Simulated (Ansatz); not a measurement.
# Li2SbMo3: the cost of one run

Method: DFT PBE, scalar-relativistic, plane waves, PAW, in Ansatz 0.2.0.

**1. The starting structure**

It takes space group P-6m2 (No. 187, hexagonal). The conventional cell has a = 4.319 Å, b = 4.319 Å, c = 7.849 Å, α = 90.00°, β = 90.00°, γ = 120.00°. Li (site symmetry 3m) is surrounded by 3 Mo at 1.81 Å. Around Sb (site symmetry -6m2) lie 2 Li at 2.74 Å. Mo (site symmetry mm2) has 2 Li at 1.81 Å and 2 Mo at 1.94 Å as nearest neighbours.

Coordinates:

```xyz
6
Lattice="4.3192 0.0000 0.0000 -2.1596 3.7405 0.0000 0.0000 0.0000 7.8488" Properties=species:S:1:pos:R:3 pbc="T T T"
Li    0.0000    0.0000    1.1811
Li    0.0000    0.0000    6.6677
Sb    0.0000    0.0000    3.9244
Mo   -0.9712    3.0544    0.0000
Mo    0.0000    1.3722    0.0000
Mo    0.9712    3.0544    0.0000
```

Recipe of the guess: random cell by space group and Wyckoff sites (P-6m2, No. 187). Its size is a rough estimate.

**2. A first look at the guess**

Input file input.yaml:

```yaml
crystal:
  lattice:
    - [4.31915013, 0.0, 0.0]
    - [-2.15957506, 3.74049373, 0.0]
    - [0.0, 0.0, 7.84876345]
  atoms:
    - { symbol: Li, position: [0.0, 0.0, 0.15048173] }
    - { symbol: Li, position: [0.0, 0.0, 0.84951827] }
    - { symbol: Sb, position: [0.0, 0.0, 0.5] }
    - { symbol: Mo, position: [0.1834235, 0.8165765, 0.0] }
    - { symbol: Mo, position: [0.1834235, 0.366847, 0.0] }
    - { symbol: Mo, position: [0.633153, 0.8165765, 0.0] }
basis:
  ecutwfc: 420
kpoints:
  mp_grid: { grid: [6, 6, 2] }
hamiltonian:
  xc: pbe
scf:
  occupations: { method: gaussian, width: 0.1 }
  lower_state_search: "off"
output:
  forces: true
  stress: true
  eigenvalues: true
```

Run with:

```bash
$ ansatz run input.yaml --threads 1 --pin off --max-ram 2560MiB --backend cpu --events-out ev --progress --plain --runs-dir out
```

**Question.** How long does this run take on 1 thread of Intel Xeon Platinum 8488C (Sapphire Rapids), shared host, and how much memory does it need?

About 4.2 s, with a peak of 0.42 GiB.
